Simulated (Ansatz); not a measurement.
Runs of Ansatz 0.2.0 on BiTe. It takes space group Fm-3m (No. 225, cubic). The conventional cell has a = 6.470 Å, b = 6.470 Å, c = 6.470 Å, α = 90.00°, β = 90.00°, γ = 90.00°. Bi (site symmetry m-3m) is surrounded by 6 Te at 3.23 Å. Te (site symmetry m-3m) has 6 Bi at 3.23 Å as nearest neighbours. 

| task | level | spin | cell | k mesh | points for each segment of the path | gap on the mesh (eV) | pressure (GPa) | relaxed volume (Å³/atom) |
| --- | --- | --- | --- | --- | --- | --- | --- | --- |
| relaxation of cell and atoms | PBEsol | off | relaxed | 7 × 7 × 7 | - | none | 0.0 | 32.84 |
| band structure | PBEsol | off | as given | 7 × 7 × 7 | 14 | none | -1.5 | - |
| band structure | LDA | off | as given | 7 × 7 × 7 | 14 | none | (b) | - |
| relaxation of cell and atoms | LDA | off | relaxed | 7 × 7 × 7 | - | none | 0.0 | (a) |
| band structure | LDA | SOC, no magnetisation | as given | 5 × 5 × 5 | 14 | none | -0.9 | - |

Alike in all rows: potentials or basis Ansatz PAW; cutoff (eV) 420; smearing fermi-dirac 0.05 eV.

**Question.** Estimate the missing entries.

**Answer.** (a) 32.10; (b) -2.7.

Caveats: the PAW data sets come from PBE, with cores solved anew for the run's functional, which leaves a small shift of forces and pressure; spin-orbit coupling is left out, which moves the levels of the heavy elements (some runs); the plane-wave basis is chosen anew once the cell has moved, so the energies of steps on either side of that aren't comparable (some runs).

A k mesh can miss the band edges, and rows without SOC leave out spin-orbit coupling on Bi, Te.

A gap of «none» marks a metal or a gap under the smearing width.

Runs at the PBE level aren't shown here.
